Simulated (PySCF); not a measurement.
# MoSCl2: structure of the singlet

Aim: relax MoSCl2 as a singlet from a hand-made trigonal planar geometry, check by its vibrations whether the end is a minimum, and collect its spectrum and constants.

The runs use PySCF 2.14.0; B3LYP, basis Mo def2-SVP with ECP28, S def2-SVP, Cl def2-SVP, scalar-relativistic core potentials, no spin–orbit coupling, density fitting.

## (1) Starting geometry

4 atoms, charge 0, spin multiplicity 1.

Bond lengths: Mo1–S2 2.150 Å, Mo1–Cl3 2.370 Å, Mo1–Cl4 2.370 Å. Angles: S2–Mo1–Cl3 120.0°, S2–Mo1–Cl4 120.0°, Cl3–Mo1–Cl4 120.0°.

```xyz
4
charge 0 multiplicity 1
Mo    0.0000    0.0000    0.0000
S    -1.0750   -1.8620    0.0000
Cl    2.3700    0.0000    0.0000
Cl   -1.1850    2.0525    0.0000
```

## (2) Finding the electronic state

The steps below are one call of a driver around PySCF. For each, scf.py gives the equivalent set-up of the SCF; relaxations use the driver's own optimiser. After this first run the driver tries any further starts and a stability analysis.

scf.py

```python
from pyscf import gto, scf, dft
mol = gto.M(atom='''
Mo     0.000000     0.000000     0.000000
S     -1.075000    -1.862000     0.000000
Cl     2.370000     0.000000     0.000000
Cl    -1.185000     2.052500     0.000000''',
    basis={'Mo': 'def2-SVP', 'S': 'def2-SVP', 'Cl': 'def2-SVP'},
    ecp={'Mo': 'def2-SVP'},
    charge=0, spin=0)
mf = dft.RKS(mol, xc='B3LYP')
mf.grids.atom_grid = (50, 194)
aux = {'Mo': 'def2-universal-JKFIT', 'S': 'def2-universal-JKFIT', 'Cl': 'def2-universal-JKFIT'}
mf = mf.density_fit(auxbasis=aux)
mf.conv_tol = 1e-08
mf.diis_space = 10
mf.max_cycle = 60
mf.init_guess = 'minao'
mf.verbose = 4
mf.kernel()
```

Run with:

```bash
OMP_NUM_THREADS=2 python axn.py task.json out
```

Further steps of the session: Relaxing the singlet from the trigonal planar start; Frequencies; The broken-symmetry singlet; Vibrations and properties at this point.

Q: Predict the outcome of this session. Wanted: minimum; geometry; wavenumbers; dipole moment; highest occupied, lowest empty level; polar-tensor charge of Mo1; zero-point energy; atomisation energy; ⟨S²⟩.

As calculated:

| quantity | value |
| --- | --- |
| minimum | broken-symmetry (Ms = 0), C2v |
| geometry | Mo–Cl 2.245 Å (×2), Mo–S 2.081 Å; Cl–Mo–Cl 130.7°, Cl–Mo–S 114.6° (×2) |
| wavenumbers (cm⁻¹) | 64, 106, 138, 377, 449, 578 |
| dipole moment | 0.27 D |
| highest occupied, lowest empty level (either spin) | -6.42, -4.05 eV |
| polar-tensor charge of Mo1 | +1.25 e |
| zero-point energy | 10.2 kJ/mol |
| entropy at 298.15 K | 342.8 J/(mol K) |
| atomisation energy (no zero-point energy) | 1147 kJ/mol |
| ⟨S²⟩ | 0.093 |

In words: The molecule stays C2v, as typed, and the end point is a minimum. In the infrared the band at 449 cm⁻¹ (stretch) leads. Only this shape and spin were tried, so other structures or states may lie lower. The SCF density has lower symmetry than the nuclear frame.
